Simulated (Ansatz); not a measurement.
# MP2/cc-pVDZ run of C2H8GaN (SMILES [CH3][Ga]([CH3])[NH2])

What is the vertical singlet–triplet gap of C2H8GaN at MP2/cc-pVDZ? 

The results are computed with Ansatz 0.2.0.

41 further runs of the same task are left out: 41 set aside as unsound or not needed.

## (1) The molecule

C2H8GaN has 12 atoms, charge 0, and is taken as a singlet. As SMILES, `[CH3][Ga]([CH3])[NH2]`. Geometry: relaxed at PBE0-D4/def2-TZVP.

Bond lengths: C1–Ga2 1.967 Å, Ga2–C3 1.967 Å, Ga2–N4 1.824 Å, C1–H5 1.091 Å, C1–H6 1.093 Å, C1–H7 1.093 Å, C3–H8 1.093 Å, C3–H9 1.091 Å, C3–H10 1.093 Å, N4–H11 1.006 Å, N4–H12 1.006 Å. Some angles: C1–Ga2–C3 126.1°, C1–Ga2–N4 117.0°, C3–Ga2–N4 117.0°, Ga2–C1–H5 111.8°, Ga2–C1–H6 110.6°, Ga2–C1–H7 110.6°, Ga2–C3–H8 110.6°, Ga2–C3–H9 111.7°, Ga2–C3–H10 110.6°, Ga2–N4–H11 124.2°.

## (2) The energy at MP2/cc-pVDZ

The input, run.yaml:

```yaml
crystal:
  periodic: [false, false, false]
  atoms:
    - {symbol: C, position_ang: [-0.496600, 1.795100, -0.383100]}
    - {symbol: Ga, position_ang: [-0.078800, -0.097900, -0.052000]}
    - {symbol: C, position_ang: [1.442300, -0.783000, 0.989400]}
    - {symbol: "N", position_ang: [-1.206800, -1.333200, -0.779100]}
    - {symbol: H, position_ang: [-1.389900, 1.910300, -0.999000]}
    - {symbol: H, position_ang: [-0.659300, 2.323300, 0.559900]}
    - {symbol: H, position_ang: [0.336100, 2.290100, -0.889200]}
    - {symbol: H, position_ang: [1.414300, -0.397200, 2.011600]}
    - {symbol: H, position_ang: [1.443400, -1.873300, 1.034100]}
    - {symbol: H, position_ang: [2.387700, -0.456700, 0.548400]}
    - {symbol: H, position_ang: [-2.017200, -1.104900, -1.329400]}
    - {symbol: H, position_ang: [-1.098200, -2.328000, -0.677500]}
basis:
  gaussian: {orbitals: cc-pVDZ}
correlation: {method: mp2, frozen_orbitals: {C: 1, Ga: 9, H: 0, "N": 1}}
accuracy: high
```

Started as:

```console
$ ansatz run run.yaml --threads 1 --pin off --max-ram 3480MiB --events-out events.jsonl --progress --plain --runs-dir runs
```

The log of the run:

```text
Warning: RAYON_NUM_THREADS=1 ignored (pool sized by the plan → 1); use --threads N
Functional definition: HF
  name "HF"
  exchange = exact_x
  correlation = 0
2608 factors; integrals over basis functions are off by at most 4.7e-9 eV
mean field evaluation 1: about -55999.3420 eV, gradient 4.1e1 eV
mean field evaluation 2: about -55999.4201 eV, gradient 4.1e1 eV
mean field evaluation 4: about -56003.3690 eV, gradient 3.4e0 eV
mean field evaluation 8: about -56003.4156 eV, gradient 1.8e-4 eV
mean field -56003.41557609 eV, -2058.0875619427 hartree, gradient 3.4e-8 eV, S^2 0.000000; 0 other end points of the search recorded, 0 dependent functions left out
12 core orbitals not correlated: weight in the atoms' cores, before any rotation towards them, 1.000 or more for the frozen orbitals, at most 0.000 for the correlated occupied ones
reference -56003.41557609 eV, -2058.0875619427 hartree; 17, 17 occupied and 80, 80 virtual orbitals, 2608 factors
second order -15.22552638 eV of doubles, -0.00000000 eV of singles
Total energy: -56018.64110246 eV, -2058.6470897168 hartree
```

It took 8.1 s on 1 thread of Arm Neoverse V1, shared host; peak memory 0.39 GiB.

## (3) The triplet

run.yaml, as its differences from that of step 2:

```diff
@@ -17,3 +17,4 @@
   gaussian: {orbitals: cc-pVDZ}
+magnetization: {spin_polarized: true, initial_magnetization: 2}
+accuracy: high
 correlation: {method: mp2, frozen_orbitals: {C: 1, Ga: 9, H: 0, "N": 1}}
-accuracy: high
```

Started as:

```console
$ ansatz run run.yaml --threads 1 --pin off --max-ram 3480MiB --events-out events.jsonl --progress --plain --runs-dir runs
```

The log of the run, cut to the lines that bear on the results:

```text
Warning: RAYON_NUM_THREADS=1 ignored (pool sized by the plan → 1); use --threads N
[... 2 set-up lines as earlier in the session ...]
[...]
2608 factors; integrals over basis functions are off by at most 4.7e-9 eV
[...]
mean field -55998.79927815 eV, -2057.9179161225 hartree, gradient 2.9e-8 eV, S^2 2.029896; 16 other end points of the search recorded, 0 dependent functions left out
12 core orbitals not correlated: weight in the atoms' cores, before any rotation towards them, 1.000 or more for the frozen orbitals, at most 0.000 for the correlated occupied ones
reference -55998.79927815 eV, -2057.9179161225 hartree; 18, 16 occupied and 79, 81 virtual orbitals, 2608 factors
second order -14.23387204 eV of doubles, -0.00000000 eV of singles
Total energy: -56013.03315019 eV, -2058.4410012720 hartree
```

Run time: 69 s. Hardware: 1 thread of Arm Neoverse V1, shared host; peak memory 0.65 GiB.

## (4) Results

At MP2/cc-pVDZ, 12 core orbitals frozen:

```
                                             quantity           value
                                singlet: total energy  -2058.64709 Eh
singlet: correlation energy (12 core orbitals frozen)      -559.5 mEh
                                triplet: total energy  -2058.44100 Eh
triplet: correlation energy (12 core orbitals frozen)      -523.1 mEh
           triplet: ⟨S²⟩ of the reference determinant           2.030
     vertical energy of the triplet above the singlet        5.608 eV
```

At this shape the triplet lies 5.61 eV (541 kJ/mol) above the singlet.
